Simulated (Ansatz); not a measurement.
# TiAl: the cost of one run

Method: DFT PBE, scalar-relativistic, plane waves, PAW, in Ansatz 0.2.0.

## 1. The starting structure

The structure is tetragonal, space group P4/mmm (No. 123). Conventional cell: a = 2.822 Å, b = 2.822 Å, c = 4.077 Å, α = 90.00°, β = 90.00°, γ = 90.00°. Ti (site symmetry 4/mmm) is surrounded by 4 Ti at 2.82 Å and 8 Al at 2.85 Å. Around Al (site symmetry 4/mmm) lie 4 Al at 2.82 Å and 8 Ti at 2.85 Å.

Structure file:

```xyz
2
Lattice="2.8221 0.0000 0.0000 0.0000 2.8221 0.0000 0.0000 0.0000 4.0768" Properties=species:S:1:pos:R:3 pbc="T T T"
Ti    0.0000    0.0000    0.0000
Al    1.4110    1.4110    2.0384
```

It is the result of an earlier relaxation at this level (volume 16.23 Å³/atom; gap on the mesh: none (metal)).

## 2. Back to the database's cell

Input file input.yaml:

```yaml
crystal:
  lattice:
    - [2.8373, 0.0, 0.0]
    - [0.0, 2.8373, 0.0]
    - [0.0, 0.0, 4.0591]
  atoms:
    - { symbol: Ti, position: [0.0, 0.0, 0.0] }
    - { symbol: Al, position: [0.5, 0.5, 0.5] }
basis:
  ecutwfc: 420
kpoints:
  mp_grid: { grid: [14, 14, 10] }
hamiltonian:
  xc: pbe
scf:
  occupations: { method: gaussian, width: 0.1 }
output:
  forces: true
  stress: true
  eigenvalues: true
  populations: true
```

Run with:

```
> ansatz run input.yaml --threads 1 --pin off --max-ram 2560MiB --backend cpu --events-out ev --progress --plain --runs-dir out
```

What time and memory should one allow on 1 thread of AMD EPYC 9R45 (Zen 5), shared host?

About 2.2 s, with a peak of 0.45 GiB.
